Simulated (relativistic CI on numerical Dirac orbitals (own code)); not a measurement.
# Ru XXX (Ru²⁹⁺): levels and lines

The task is the spectrum of Ru²⁹⁺: levels, purity of their labels, lifetimes and lines; runs with one setting changed show what the result hangs on.

Method: Dirac-Coulomb-Breit CI, KLI orbitals optimised for each configuration, model QED (radiative potential, 1s self-energy scaled to tabulated hydrogen-like ionisation energies). Code: relativistic CI on numerical Dirac orbitals (own code) version 4.

## Step 1: Starting point

* ion: Ru²⁹⁺ (Ru XXX)
* nuclear charge: 44
* electrons: 15
* isotope: A = 102
* first configuration typed: [Ne] 3s2 3p3

The outer shells:

first configuration typed
```
[Ne] core
3s [↑↓]
3p [↑ ][↑ ][↑ ]
```

## Step 2: The main run

Settings of the run:

```ini
atom Ru  Z=44  charge=29  electrons=15
nucleus A=102  rms_radius_fm=4.4809
hamiltonian dirac-coulomb  breit=on  qed=on  c_scale=1
orbitals kli  potential=per-configuration
slater_scale 1
correlation none
mixing on
configurations
  [Ne] 3s2 3p3
  [Ne] 3s 3p4
  [Ne] 3s2 3p2 3d
  [Ne] 3p5
  [Ne] 3s 3p3 3d
  [Ne] 3p4 3d
  [Ne] 3s 3p2 3d2
  [Ne] 3s2 3p 3d 4p
  [Ne] 3p4 4s
  [Ne] 3s 3p2 3d 4s
  [Ne] 3p4 4p
  [Ne] 3s2 3p2 4s
  [Ne] 3s2 3p 3d2
  [Ne] 3s2 3d3
  [Ne] 3s 3p 3d3
  [Ne] 3s2 3d2 4s
  [Ne] 3p3 3d2
  [Ne] 3p2 3d3
  [Ne] 3p2 3d2 4s
  [Ne] 3s2 3p 3d 4s
  [Ne] 3s 3p 3d2 4s
  [Ne] 3s2 3d 4s2
  [Ne] 3s 3p2 3d 4p
  [Ne] 3s 3p 3d2 4p
  [Ne] 3p2 3d2 4p
  [Ne] 3s 3p 3d 4s 4p
end
```

Started as:

```console
$ python run_levels.py task.json out
```

task.json lists these runs, among others, and the program works through them in turn.

## Step 3: One common potential

Changes to the settings of step 2:

```diff
@@ -3,3 +3,3 @@
 hamiltonian dirac-coulomb  breit=on  qed=on  c_scale=1
-orbitals kli  potential=per-configuration
+orbitals kli  potential=mean
 slater_scale 1
```

## Step 4: The first configuration alone

Settings of the run:

```ini
atom Ru  Z=44  charge=29  electrons=15
nucleus A=102  rms_radius_fm=4.4809
hamiltonian dirac-coulomb  breit=on  qed=on  c_scale=1
orbitals kli  potential=per-configuration
slater_scale 1
correlation none
mixing on
configurations
  [Ne] 3s2 3p3
end
```

(Steps that only read results are left out.)

What does the calculation give? Wanted: lowest level; first excitation; lowest level of the other parity; fastest E1 line; ionisation energy.

The runs gave:

| run | time | mean size of shift, levels followed (cm⁻¹) | lowest level | ionisation energy (eV) |
| --- | --- | --- | --- | --- |
| main run | 3.3 s | 0 | 3p3 [3p3/2] J=3/2° | 1644.2 |
| one common potential | 2.9 s | 157 | 3p3 [3p3/2] J=3/2° | - |
| the first configuration alone | 0.081 s | 4958 | 3p3 [3p3/2] J=3/2° | - |

The semi-empirical ionisation energy (NIST) is 1659 eV.

```
                                                                         quantity                                    value
                                                                     lowest level                       3p3 [3p3/2] J=3/2°
                                                                 first excitation  3p3 [3p1/2 3p3/2^2] J=3/2°, 198661 cm⁻¹
                                                 lowest level of the other parity                3s 3p4 4P5/2, 804114 cm⁻¹
                                                              levels in the model                                     3317
fastest E1 line (by rate) to the lowest level among the lowest 200 of 3317 levels  7.609 nm, from 3s 3p4 2P3/2 + 3p2 3d 2D
                                                                ionisation energy                                1644.2 eV
                                         ionisation energy, semi-empirical (NIST)                                  1659 eV
```

In words: 3p3 [3p3/2] J=3/2° comes out lowest; its LS label holds 43 % and its jj label 93 %; over the low levels the means are 58 and 81 %, so jj coupling describes them better. The ionisation energy from the two ground configurations alone is 0.89 % below the semi-empirical value. Of the changes tried, the run «the first configuration alone» moves the low levels most, by 4958 cm⁻¹ on average. Lifetimes count radiative decay inside the model alone.
